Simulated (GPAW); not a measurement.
The system is Zr3O.

```
CELL_PARAMETERS angstrom
5.61720 0.00000 0.00000
-2.80860 4.86464 0.00000
0.00000 0.00000 5.18500
ATOMIC_POSITIONS crystal
Zr 0.00000 0.66670 0.50000
Zr 0.66670 0.66670 0.00000
Zr 0.66670 0.00000 0.50000
Zr 0.00000 0.33330 0.00000
Zr 0.33330 0.33330 0.50000
Zr 0.33330 0.00000 0.00000
O 0.66667 0.33333 0.75000
O 0.33333 0.66667 0.25000
```

Base run:

* Program: GPAW 26.7.0
* Functional: PBEsol
* Potentials or basis: PAW data sets generated in the run's folder for this functional
* Cutoff: 800 eV
* Basis: pw
* k mesh: 4 × 4 × 4
* Occupations: fermi-dirac, width 0.05 eV
* Spin: no spin polarisation

Its results: pressure -3.9 GPa; largest force 0.645 eV/Å.

Task: The run is repeated on the same cell with these changes: functional from PBEsol to LDA; potentials or basis from PAW data sets generated in the run's folder for this functional to the program's PAW data sets (release 1.2.1) made for this functional. What comes out?

Result: Pressure -7.8 GPa; largest force 0.735 eV/Å.

Caveats: the cell's inner coordinates are idealised or old, which leaves forces on the atoms.

Not every run made on this cell is shown here.
